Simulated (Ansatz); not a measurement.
CH5AlS, SMILES C[S][AlH2]: an atomisation energy, run with Ansatz 0.2.0 through its Python package.

`tae_ch5als.py`:
```python
'''Energy to split CH5AlS into its atoms.'''

from collections import Counter

import ansatz


def energy(molecule, charge=0, unpaired=0):
    calc = molecule.calculation().basis(gaussian='cc-pVDZ').functional('R2SCAN0')
    if charge:
        calc = calc.charge(charge)
    if unpaired:
        calc = calc.spin('collinear', total=unpaired)
    report = calc.run(threads=1).report
    if report['published_state_doubts']:
        print('  doubts:', report['published_state_doubts'])
    return report['free_energy_ev']

geometry_ang = [
    ('C', (-0.7447, 0.9566, -0.4271)),
    ('S', (-0.5306, 0.3975, 1.2561)),
    ('Al', (0.9013, -1.2355, 0.6403)),
    ('H', (-1.1455, 0.2043, -1.0732)),
    ('H', (0.1662, 1.3494, -0.8923)),
    ('H', (-1.5089, 1.8645, -0.4141)),
    ('H', (2.5244, -0.9195, 0.5809)),
    ('H', (0.43, -2.6745, 0.2736)),
]
ch5als = ansatz.Crystal.molecule()
for symbol, xyz in geometry_ang:
    ch5als = ch5als.atom(symbol, xyz)

# Hund ground states
unpaired = {'C': 2, 'S': 2, 'Al': 1, 'H': 1}
counts = Counter(site.symbol for site in ch5als.cartesian_sites)
atom_energy = {s: energy(ansatz.Crystal.molecule().atom(s, (0, 0, 0)), 0, unpaired[s]) for s in counts}
whole = energy(ch5als, 0, 0)
for s, e in atom_energy.items():
    print(f'{s:2s} x{counts[s]}  {e:14.5f} eV')
print(f'CH5AlS: {whole:.5f} eV')
split = sum(counts[s] * e for s, e in atom_energy.items()) - whole
print(f'atomisation energy (no zero-point term): {split:.3f} eV, {split / sum(counts.values()):.3f} eV an atom')
```

What does it cost to take this molecule apart into atoms?

24.773 eV from the electronic energies, without the zero-point term.

What the script printed:

`python tae_ch5als.py` gives:
```text
C  x1     -1029.34840 eV
S  x1    -10832.24734 eV
Al x1     -6594.02386 eV
H  x5       -13.58463 eV
CH5AlS: -18548.31552 eV
atomisation energy (no zero-point term): 24.773 eV, 3.097 eV an atom
```

Notes:
- These settings explore the input space; basis and method may be short of convergence.
- The geometry is a force-field or estimated start, not a minimum of this method, and the basis set is short of its limit. All parts are taken at fixed geometry, without zero-point energy.
- For Al to Cl the sets with a tight d function, cc-pV(X+d)Z, are usual.
- The whole script took 6.2 s on 1 thread of Intel(R) Xeon(R) Processor @ 2.30GHz, on a shared host, peak memory 0.25 GiB.
